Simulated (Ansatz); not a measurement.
# Cs2WBr6: the cost of one run

Method: DFT PBEsol+U (U_eff = 1 eV on W d), plane waves, PAW, no spin–orbit coupling unless a run says so, in Ansatz 0.2.0.

### 1 The system as given

It takes space group Fm-3m (No. 225, cubic). The conventional cell has a = 10.733 Å, b = 10.733 Å, c = 10.733 Å, α = 90.00°, β = 90.00°, γ = 90.00°. Cs (site symmetry -43m) is surrounded by 12 Br at 3.80 Å. W (site symmetry m-3m) is surrounded by 6 Br at 2.63 Å. Br (site symmetry 4mm) has 1 W at 2.63 Å and 4 Cs at 3.80 Å as nearest neighbours.

Coordinates:

```cif
data_structure
_symmetry_space_group_name_H-M 'P 1'
_symmetry_Int_Tables_number 1
_cell_length_a 7.5894
_cell_length_b 7.5894
_cell_length_c 7.5894
_cell_angle_alpha 60.000
_cell_angle_beta 60.000
_cell_angle_gamma 60.000
_cell_volume 309.10
loop_
_atom_site_label
_atom_site_type_symbol
_atom_site_fract_x
_atom_site_fract_y
_atom_site_fract_z
_atom_site_occupancy
Cs1 Cs 0.25000 0.25000 0.25000 1
Cs2 Cs 0.75000 0.75000 0.75000 1
W1 W 0.00000 0.00000 0.00000 1
Br1 Br 0.75500 0.24500 0.24500 1
Br2 Br 0.24500 0.75500 0.75500 1
Br3 Br 0.24500 0.75500 0.24500 1
Br4 Br 0.75500 0.24500 0.75500 1
Br5 Br 0.24500 0.24500 0.75500 1
Br6 Br 0.75500 0.75500 0.24500 1
```

### 2 Ferromagnetic start, free, symmetry kept, no search

Contents of input.yaml:

```yaml
crystal:
  lattice:
    - [0.0, 5.36650043, 5.36650043]
    - [5.36650043, 0.0, 5.36650043]
    - [5.36650043, 5.36650043, 0.0]
  atoms:
    - { symbol: Cs, position: [0.25, 0.25, 0.25] }
    - { symbol: Cs, position: [0.75, 0.75, 0.75] }
    - { symbol: W, position: [0.0, 0.0, 0.0], spin: 2.0 }
    - { symbol: Br, position: [0.755, 0.245, 0.245] }
    - { symbol: Br, position: [0.245, 0.755, 0.755] }
    - { symbol: Br, position: [0.245, 0.755, 0.245] }
    - { symbol: Br, position: [0.755, 0.245, 0.755] }
    - { symbol: Br, position: [0.245, 0.245, 0.755] }
    - { symbol: Br, position: [0.755, 0.755, 0.245] }
basis:
  ecutwfc: 420
  ecutrho_ratio: 4
kpoints:
  mp_grid: { grid: [3, 3, 3] }
hamiltonian:
  xc: pbesol
  hubbard: { sites: [{ site: 2, l: d, u_eff: 1.0 }] }
scf:
  occupations: { method: gaussian, width: 0.05 }
  lower_state_search: "off"
  max_iter: 150
output:
  forces: true
  stress: true
  eigenvalues: true
  populations: true
  hubbard: { sites: [{ site: 2, l: d }] }
magnetization:
  spin_polarized: true
```

Command:

```sh
ansatz run input.yaml --threads 4 --pin off --max-ram 6144MiB --backend cpu --events-out ev --progress --plain --runs-dir out
```

Q: Estimate wall time and peak memory on 4 threads of Arm Neoverse N1, shared host.

About 8.7 s, with a peak of 0.77 GiB.
